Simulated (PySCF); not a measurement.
# C8H4F2O2 (Terephthaloyl difluoride (2r)): the cost of one run

Programs: PySCF 2.14.0, with density-fitted response routines of our own. Each step states its level of theory. These are calculated values for one molecule, in the gas phase or a continuum, unless marked as measured. Atoms count from 0, in the outputs and in this text.

## Step 1: The molecule as given

16 atoms, charge 0, multiplicity 1; geometry from: GFN2-xTB.

Bonds of the start (Å): O0–C1 1.18, C1–F2 1.36, C1–C3 1.47, C3–C4 1.40, C4–C5 1.38, C5–C6 1.40, C6–C7 1.47, C7–O8 1.18, C7–F9 1.36, C6–C10 1.40, C10–C11 1.38, C11–C3 1.40, C4–H12 1.08, C5–H13 1.08, C10–H14 1.08, C11–H15 1.08.

## Step 2: Optimising the geometry at PBE0-D3(BJ)/def2-SVP

The job: settings as JSON, then the geometry in Å.

```
{"job": {"xc": "PBE0", "basis": "def2-SVP", "d3": "d3bj", "grid": 1, "kind": "geom"}, "charge": 0, "multiplicity": 1}
O      3.528963    -0.613457    -0.910310
C      2.844318     0.055145    -0.215053
F      3.427037     0.978467     0.601679
C      1.380110     0.046829    -0.085728
C      0.712179     0.907953     0.786592
C     -0.663977     0.860125     0.869496
C     -1.380903    -0.045985     0.084662
C     -2.845229    -0.054537     0.214222
O     -3.530163     0.615328     0.907965
F     -3.427581    -0.979420    -0.601243
C     -0.713037    -0.906521    -0.788374
C      0.663158    -0.858569    -0.871412
H      1.272278     1.605162     1.390326
H     -1.205552     1.514483     1.535537
H     -1.273826    -1.603116    -1.392261
H      1.204628    -1.512941    -1.537508
```

Run with:

```sh
OMP_NUM_THREADS=1 python probes_run.py task.json out
```

This one command runs all jobs of the session in turn.

Q: Estimate the wall time and peak memory of this first job on 1 thread of Arm Neoverse V2, shared host.

About 3.4 min, with a peak of 0.82 GiB.
